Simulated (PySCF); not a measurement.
# [ErI2]+: other functionals and bases at one geometry

The task here is to estimate one member of a computed series from the others.

Method: several levels, as the steps say, no spin–orbit coupling; program: PySCF 2.14.0.

1 further run of the same task is left out (for a known fault of the program).

**The system as given**

3 atoms, charge 1, spin multiplicity 1.

Bond lengths: Er1–I2 2.706 Å, Er1–I3 2.706 Å. Angles: I2–Er1–I3 112.1°.

As a file:

```xyz
3
ErI2
Er    0.00000    0.00000   -0.93388
I     2.24406    0.00000    0.57794
I    -2.24406    0.00000    0.57794
```

Formal oxidation states: Er +3. Each metal's 11 4f electrons lie in its core potential, so multiplicities, spins and levels count the valence alone. An earlier session relaxed this geometry at PBE0, Er lcecp-1-SVP with ECP57, I def2-SVP with ECP28 (singlet, point group C2v).

At PBE0 on the finer grid: E = -633.538395 Eh, HOMO -12.00 eV, LUMO -7.83 eV, Mulliken charge on Er1 +1.08 e, largest force component 0.015 eV/Å. 

Levels to run: wB97X; CAM-B3LYP; PBE0, TZVP. Hardware: 2 threads of Intel Xeon 6975P-C (Granite Rapids), shared host.

The first run:

The input, run.py (the lines that set the calculation):

```python
mol = gto.M(atom='''
Er     0.00000     0.00000    -0.93388
I      2.24406     0.00000     0.57794
I     -2.24406     0.00000     0.57794''',
    basis={'Er': 'lcecp-1-SVP', 'I': 'def2-SVP'},
    ecp={'Er': 'lcecp-1-SVP', 'I': 'def2-SVP'},
    charge=1, spin=0)
mf = dft.RKS(mol, xc='WB97X')
mf.grids.atom_grid = (75, 302)  # f atoms: unpruned, at least (60, 302)
mf = mf.density_fit()  # fitting sets: Er AutoAux, I def2-universal-JKFIT
mf.conv_tol = 1e-08; mf.max_cycle = 55
mf.kernel(dm0)  # dm0: the density of the relaxed state
```

On the command line:

```sh
> OMP_NUM_THREADS=2 python run.py
```

Steps of the session up to this table: wB97X; CAM-B3LYP; PBE0, TZVP.

One table of the session follows, with a row left open; its other results are not shown here.

```
              level  HOMO (eV)  gap (eV)  charge on Er1 (e)  dipole (D)  largest force component (eV/Å)
PBE0 (relaxed here)     -12.00      4.17               1.08        7.01                            0.01
              wB97X     -14.04      8.13               1.08        7.51                            0.08
          CAM-B3LYP          ?         ?                  ?           ?                               ?
         PBE0, TZVP     -11.93      4.23               1.36        6.77                            0.05
```

**Question.** Estimate the row for CAM-B3LYP.

The run gave: HOMO (eV): -13.12; gap (eV): 5.99; charge on Er1 (e): 1.06; dipole (D): 7.26; largest force component (eV/Å): 0.10. In the column «HOMO (eV)» it lies between wB97X (-14.04) and PBE0 (relaxed here) (-12.00).

The dipole of a charged species depends on the origin, so these sizes hold for this origin alone.

In one basis the HOMO–LUMO gap runs from 4.17 eV (PBE0) to 8.13 eV (wB97X). The largest leftover force, 0.10 eV/Å with CAM-B3LYP, stands at a geometry relaxed at another level. With 4f in the core, its levels are missing from HOMO and gap, and its count is fixed, so no charge can pass from the ligands into it. Total energies of different levels can't be compared.
